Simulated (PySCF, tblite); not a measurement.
# C₅H₁₄O₂SSi: geometry, infrared bands and NMR shifts

What infrared bands and NMR shifts should C₅H₁₄O₂SSi (`COC(C)(C)O[SiH2]SC`) show?

Computed with tblite 0.8.0 and PySCF 2.14.0, with density-fitted response routines of our own, on a single molecule in the gas phase. Atoms count from 0, in the outputs and in this text.

## (1) Starting geometry

23 atoms, charge 0, multiplicity 1; geometry from: force field or distance geometry start.

Bonds of the start (Å): C0–O1 1.42, O1–C2 1.45, C2–C3 1.53, C2–C4 1.55, C2–O5 1.41, O5–Si6 1.66, Si6–S7 2.15, S7–C8 1.80, C0–H9 1.11, C0–H10 1.10, C0–H11 1.08, C3–H12 1.10, C3–H13 1.09, C3–H14 1.10, C4–H15 1.10, C4–H16 1.10, C4–H17 1.09, Si6–H18 1.48, Si6–H19 1.48, C8–H20 1.10, C8–H21 1.10, C8–H22 1.10.

## (2) Optimising the geometry with GFN2-xTB

What the job is given:

```
{"job": {"kind": "relax", "xc": "GFN2-xTB", "basis": "xTB"}, "charge": 0, "multiplicity": 1}
C     -1.343600     1.791000    -0.782400
O     -1.632100     0.405000    -0.840600
C     -1.061500    -0.383800     0.237400
C     -1.720300    -1.766400     0.139600
C     -1.438000     0.200200     1.618200
O      0.349300    -0.465500     0.200600
Si     1.191200    -0.939800    -1.151800
S      3.260800    -1.081500    -0.580900
C      3.616200     0.555600     0.065800
H     -1.964500     2.275800    -0.007200
H     -1.633100     2.225400    -1.748100
H     -0.294900     1.989800    -0.605200
H     -2.804500    -1.713100     0.336100
H     -1.598100    -2.211100    -0.852500
H     -1.279200    -2.460100     0.871300
H     -2.514800     0.393700     1.705400
H     -0.914200     1.151900     1.795500
H     -1.130800    -0.478500     2.417800
H      1.078200     0.088300    -2.203900
H      0.734700    -2.270300    -1.607000
H      2.984500     0.783100     0.940900
H      3.444400     1.326100    -0.698200
H      4.665600     0.610900     0.385700
```

Started as:

```sh
$ OMP_NUM_THREADS=1 python probes_run.py task.json out
```

This one command runs all jobs of the session in turn.

**Question.** This job is followed by: GFN2-xTB harmonic vibrations, gas phase; GIAO PBE0/pcSseg-1 NMR shielding, non-relativistic, gas phase. Predict these results of the whole session: strongest single infrared mode (GFN2-xTB); zero-point energy (GFN2-xTB); ¹³C shifts against TMS (PBE0/pcSseg-1, means over atoms taken as alike); ¹H shifts against TMS (PBE0/pcSseg-1, means over atoms taken as alike); ¹⁷O shifts against H2O (PBE0/pcSseg-1); ²⁹Si shifts against TMS (PBE0/pcSseg-1); ³³S shifts against CS2 (PBE0/pcSseg-1).

The runs gave:

| quantity | value |
| --- | --- |
| strongest single infrared mode (GFN2-xTB) | 763 cm⁻¹, 388 km/mol |
| zero-point energy (GFN2-xTB) | 114.9 kcal/mol |
| ¹³C shifts against TMS (PBE0/pcSseg-1, means over atoms taken as alike) | 101.9, 51.6, 29.5, 12.1 ppm |
| ¹H shifts against TMS (PBE0/pcSseg-1, means over atoms taken as alike) | 5.29, 3.50, 2.14, 1.46 ppm |
| ¹⁷O shifts against H2O (PBE0/pcSseg-1) | 94.2, 84.7 ppm |
| ²⁹Si shifts against TMS (PBE0/pcSseg-1) | -24.7 ppm |
| ³³S shifts against CS2 (PBE0/pcSseg-1) | -181 ppm |

**Reading.** Relaxing lowered the energy by 0.241 eV in 125 steps; the close pair that moved most is O1–C2, from 1.453 to 1.403 Å. All 63 modes are real, so the xTB geometry is a minimum. The strongest single mode, at 763 cm⁻¹, moves mainly H18 and H19. GFN2-xTB is a fitted tight-binding method: band positions and strengths are rough. Its intensities can rank the bands wrongly. At PBE0/pcSseg-1: The widest tensor belongs to S7: span 224 ppm, with a paramagnetic part of -374 ppm.
